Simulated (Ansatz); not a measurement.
**r2SCAN0/STO-3G run of CHF (SMILES [CH]F)**

Aim: the electronic atomisation energy of CHF at r2SCAN0/STO-3G, from 4 runs. 

The calculation is run with Ansatz 0.2.0.

55 further runs of the same task are left out: 6 that didn't finish, 49 set aside as unsound or not needed.

### 1 The structure to begin with

CHF: 3 atoms, total charge 0, spin state singlet. As SMILES, `[CH]F`. Geometry: relaxed at GFN2-xTB.

Bond lengths: C1–F2 1.316 Å, C1–H3 1.069 Å. Angles: F2–C1–H3 121.3°.

### 2 A single-point energy at r2SCAN0/STO-3G

job.yaml reads:

```yaml
crystal:
  periodic: [false, false, false]
  atoms:
    - {symbol: C, position_ang: [-0.128130, -0.359190, -0.106370]}
    - {symbol: F, position_ang: [0.969610, -0.011280, 0.530170]}
    - {symbol: H, position_ang: [-0.841470, 0.370470, -0.423800]}
basis:
  gaussian:
    orbitals: STO-3G
hamiltonian:
  xc: {name: r2SCAN0}
accuracy: high
```

Run with:

```
ansatz run job.yaml --threads 1 --pin off --max-ram 2610MiB --events-out events.jsonl --progress --plain --runs-dir runs
```

What it wrote:

```text
Warning: RAYON_NUM_THREADS=1 ignored (pool sized by the plan → 1); use --threads N
Functional definition: r2SCAN0
  name "r2SCAN0"
  parameter a = 0.25
  parameter k0 = 0.174
  parameter k1 = 0.065
  parameter a1 = 4.9479
  exchange = (1 - a)*r2scan_x(k0 = k0, k1 = k1, a1 = a1) + a*exact_x
  correlation = r2scan_c
167 factors; integrals over basis functions are off by at most 2.4e-8 eV
mean field evaluation 1: about -3711.3393 eV, gradient 5.8e0 eV
mean field evaluation 2: about -3711.4210 eV, gradient 3.1e0 eV
mean field evaluation 4: about -3711.4517 eV, gradient 1.0e-1 eV
mean field evaluation 8: about -3711.4345 eV, gradient 4.3e-3 eV
mean field evaluation 16: about -3711.4345 eV, gradient 5.5e-8 eV
mean field -3711.43451632 eV, -136.3927027742 hartree, gradient 5.5e-8 eV, S^2 0.000000; 0 other end points of the search recorded, 0 dependent functions left out
reference -3711.43451649 eV, -136.3927027802 hartree; 8, 8 occupied and 3, 3 virtual orbitals, 167 factors
Total energy: -3711.43451649 eV, -136.3927027802 hartree
```

It took 1.1 s on 1 thread of Arm Neoverse V1, shared host; peak memory 0.099 GiB.

### 3 The C atom at the same level

input.yaml reads:

```yaml
crystal:
  periodic: [false, false, false]
  atoms:
    - symbol: C
      position_ang: [0.000000, 0.000000, 0.000000]
basis:
  gaussian:
    orbitals: STO-3G
magnetization:
  spin_polarized: true
  initial_magnetization: 2
hamiltonian:
  xc: {name: r2SCAN0}
accuracy: high
```

Run with:

```
ansatz run input.yaml --threads 1 --pin off --max-ram 2610MiB --events-out events.jsonl --progress --plain --runs-dir runs
```

What it wrote:

```text
Warning: RAYON_NUM_THREADS=1 ignored (pool sized by the plan → 1); use --threads N
Functional definition: r2SCAN0
  name "r2SCAN0"
  parameter a = 0.25
  parameter k0 = 0.174
  parameter k1 = 0.065
  parameter a1 = 4.9479
  exchange = (1 - a)*r2scan_x(k0 = k0, k1 = k1, a1 = a1) + a*exact_x
  correlation = r2scan_c
15 factors; integrals over basis functions are off by at most 9.8e-10 eV
mean field evaluation 1: about -1015.9310 eV, gradient 1.6e-10 eV
mean field evaluation 2: about -1015.9286 eV, gradient 6.7e-10 eV
mean field -1015.92858945 eV, -37.3346870410 hartree, gradient 0.0e0 eV, S^2 2.000000; 0 other end points of the search recorded, 0 dependent functions left out
reference -1015.92858968 eV, -37.3346870496 hartree; 4, 2 occupied and 1, 3 virtual orbitals, 15 factors
Total energy: -1015.92858968 eV, -37.3346870496 hartree
```

Run time: 0.56 s. Hardware: 1 thread of Arm Neoverse V1, shared host; peak memory 0.091 GiB.

### 4 The F atom at the same level

job.yaml reads:

```yaml
basis:
  gaussian:
    orbitals: STO-3G
crystal:
  periodic: [false, false, false]
  atoms:
    - {symbol: F, position_ang: [0.000000, 0.000000, 0.000000]}
magnetization:
  spin_polarized: true
  initial_magnetization: 1
hamiltonian:
  xc: {name: r2SCAN0}
accuracy: high
```

Run with:

```
ansatz run job.yaml --threads 1 --pin off --max-ram 2610MiB --events-out events.jsonl --progress --plain --runs-dir runs
```

What it wrote:

```text
Warning: RAYON_NUM_THREADS=1 ignored (pool sized by the plan → 1); use --threads N
Functional definition: r2SCAN0
  name "r2SCAN0"
  parameter a = 0.25
  parameter k0 = 0.174
  parameter k1 = 0.065
  parameter a1 = 4.9479
  exchange = (1 - a)*r2scan_x(k0 = k0, k1 = k1, a1 = a1) + a*exact_x
  correlation = r2scan_c
15 factors; integrals over basis functions are off by at most 1.2e-9 eV
mean field evaluation 1: about -2673.8360 eV, gradient 5.7e-11 eV
mean field evaluation 2: about -2673.8310 eV, gradient 2.4e-10 eV
mean field -2673.83099676 eV, -98.2614767433 hartree, gradient 0.0e0 eV, S^2 0.750000; 0 other end points of the search recorded, 0 dependent functions left out
reference -2673.83099681 eV, -98.2614767448 hartree; 5, 4 occupied and 0, 1 virtual orbitals, 15 factors
Total energy: -2673.83099681 eV, -98.2614767448 hartree
```

Run time: 0.58 s. Hardware: 1 thread of Arm Neoverse V1, shared host; peak memory 0.094 GiB.

### 5 The H atom

input.yaml reads:

```yaml
basis:
  gaussian: {orbitals: STO-3G}
crystal:
  periodic: [false, false, false]
  atoms:
    - {symbol: H, position_ang: [0.000000, 0.000000, 0.000000]}
magnetization: {spin_polarized: true, initial_magnetization: 1}
total_charge: 0
accuracy: high
hamiltonian: {xc: {name: r2SCAN0}}
```

Run the same way, it converges to -0.46649 Eh (log not shown).

### 6 Results

At r2SCAN0/STO-3G:

| quantity | value |
| --- | --- |
| molecule: total energy | -136.39270 Eh |
| C atom: total energy | -37.33469 Eh |
| C atom: ⟨S²⟩ | 2.000 |
| F atom: total energy | -98.26148 Eh |
| F atom: ⟨S²⟩ | 0.750 |
| H atom: total energy | -0.46649 Eh |
| H atom: ⟨S²⟩ | 0.750 |
| electronic atomisation energy | 8.981 eV |

Taking the molecule apart into free atoms costs 8.98 eV (867 kJ/mol), before zero-point energy and without spin-orbit coupling. In a minimal basis such a difference can be off by several eV, whatever the method.
